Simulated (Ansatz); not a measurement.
Runs of Ansatz 0.2.0 on CsLiCr2Te2S3. Symmetry: P3m1, No. 156, trigonal system. The conventional cell has a = 3.604 Å, b = 3.604 Å, c = 19.067 Å, α = 90.00°, β = 90.00°, γ = 120.00°. Cs (site symmetry 3m) has 3 S at 3.38 Å and 6 Cs at 3.60 Å and 3 Te at 3.77 Å as nearest neighbours. Around Li (site symmetry 3m) lie 6 S at 2.63 to 2.66 Å. Around Cr (site symmetry 3m) lie 3 S at 2.40 Å and 3 Te at 2.74 Å. Cr (site symmetry 3m) is surrounded by 6 S at 2.43 to 2.45 Å. Te (site symmetry 3m) has 6 Te at 3.60 Å and 3 Cs at 3.77 Å as nearest neighbours. Around Te (site symmetry 3m) lie 3 Cr at 2.74 Å. Around S (site symmetry 3m) lie 3 Cr at 2.45 Å and 3 Li at 2.63 Å. S (site symmetry 3m) is surrounded by 3 Cr at 2.40 Å and 3 Li at 2.66 Å. The cell was built by a generator and needn't be a form met in nature.

| task | level | potentials or basis | spin | cell | k mesh | cutoff (eV) | points for each segment of the path | temperature | mesh quality | gap on the mesh (eV) | pressure (GPa) | moment (μB) | relaxed volume (Å³/atom) | largest force (eV/Å) |
| --- | --- | --- | --- | --- | --- | --- | --- | --- | --- | --- | --- | --- | --- | --- |
| band structure | PBE | Ansatz PAW | non-collinear, ferromagnetic start, SOC | as given | 6 × 6 × 1 | 420 | 10 | - | not flagged | none | 0.1 | 5.69 | - | (a) |
| relaxation of cell and atoms | PBE+D4 | Ansatz PAW | collinear, ferromagnetic start | relaxed | 6 × 6 × 1 | 420 | - | - | not flagged | none | 0.0 | 5.68 | 21.75 | 0.01 |
| relaxation of cell and atoms | PBE+D3(BJ) | Ansatz PAW | collinear, ferromagnetic start | relaxed | 6 × 6 × 1 | 420 | - | - | not flagged | none | 0.0 | 5.82 | (b) | - |
| band structure | PBEsol | Ansatz PAW | collinear, ferromagnetic start | as given | 9 × 9 × 2 | 420 | 10 | - | not flagged | none | -2.9 | 5.64 | - | 0.34 |
| single point | PBE | Ansatz PAW earlier set | collinear, ferromagnetic start | as given | 9 × 9 × 2 | 1070 | - | - | not flagged | none | 0.0 | 5.64 | - | 0.03 |
| single point | PBE | SPMS NC | collinear, ferromagnetic start | as given | 9 × 9 × 2 | 871 | - | - | not flagged | none | 0.3 | 5.65 | - | 0.04 |
| relaxation of cell and atoms | PBEsol | Ansatz PAW | collinear, ferromagnetic start | relaxed | 6 × 6 × 1 | 420 | - | - | not flagged | none | 0.0 | 5.60 | 21.74 | - |
| relaxation of cell and atoms | r2SCAN+rVV10 | Ansatz PAW | collinear, ferromagnetic start | relaxed | 6 × 6 × 1 | 500 | - | - | not flagged | none | 0.0 | 5.99 | 22.60 | 0.01 |

Alike in all rows: smearing fermi-dirac 0.05 eV.

Task: Estimate the missing entries.

Result: (a) 0.05; (b) 22.00.

Caveats: the plane-wave basis is chosen anew once the cell has moved, so the energies of steps on either side of that aren't comparable (some runs); pairwise dispersion overbinds metals, which lowers pressure and volume (some runs); the PAW data sets come from PBE, with cores solved anew for the run's functional, which leaves a small shift of forces and pressure (some runs); the thresholds are loose for stress (some runs); spin-orbit coupling is left out, which moves the levels of the heavy elements (some runs); the magnetic or orbital state may not be the lowest (some runs).

A k mesh can miss the band edges, and rows without SOC leave out spin-orbit coupling on Cs, Te.

A gap of «none» marks a metal or a gap under the smearing width.
